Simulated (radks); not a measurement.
# Ru²⁺ in [Kr] 4d5.75 5p0.25: an all-electron calculation

An exercise on one series of results from a longer session: the logs are not shown, and one member is left open.

The numbers are computed with radks (a radial shooting solver on a logarithmic mesh, Libxc functionals) version 1 (Dirac Kohn-Sham, XLYP, spin-unpolarised, spherical densities, finite nucleus; open shells fill j = l - 1/2 first), except any that are marked as measured or tabulated.

## Starting point

```
element            : ruthenium (Z = 44)
charge             : +2
electrons          : 42
configuration      : [Kr] 4d5.75 5p0.25
nuclear rms radius : 4.4809 fm
```

Set-up of the first run:

Input:

```text
Z 44
configuration [Kr] 4d5.75 5p0.25
relativity Dirac
functional xlyp
spin unpolarised
j_filling energy
nucleus finite rms 4.4809 fm
c 137.035999084
```

One of the session's tables, all rows but one given; the rest of the session is left out.

It belongs to the step «Shells». Radial moments (bohr):

| level | <r> | outermost maximum (interpolated) | 90 % within | nodes |
| --- | --- | --- | --- | --- |
| 1s1/2 | 0.03343 | 0.0217 | 0.0599 | 0 |
| 2s1/2 | 0.1453 | 0.123 | 0.225 | 1 |
| 2p1/2 | 0.1236 | 0.0955 | 0.202 | 0 |
| 2p3/2 | ? | ? | ? | ? |
| 3s1/2 | 0.4025 | 0.362 | 0.594 | 2 |
| 3p1/2 | 0.3957 | 0.348 | 0.598 | 1 |
| 3p3/2 | 0.4064 | 0.358 | 0.613 | 1 |
| 3d3/2 | 0.3821 | 0.299 | 0.609 | 0 |
| 3d5/2 | 0.3856 | 0.302 | 0.614 | 0 |
| 4s1/2 | 1.014 | 0.913 | 1.47 | 3 |
| 4p1/2 | 1.098 | 0.963 | 1.62 | 2 |
| 4p3/2 | 1.127 | 0.988 | 1.67 | 2 |
| 4d3/2 | 1.508 | 1.18 | 2.38 | 1 |
| 4d5/2 | 1.524 | 1.19 | 2.40 | 1 |
| 5p1/2 | 3.250 | 2.85 | 4.74 | 3 |
| 5p3/2 | 3.322 | 2.92 | 4.84 | 3 |

**Question.** Estimate the row for 2p3/2.

**Answer.** <r>: 0.1284; outermost maximum (interpolated): 0.0994; 90 % within: 0.209; nodes: 0. In the column «<r>» it lies between 2p1/2 (0.1236) and 2s1/2 (0.1453).
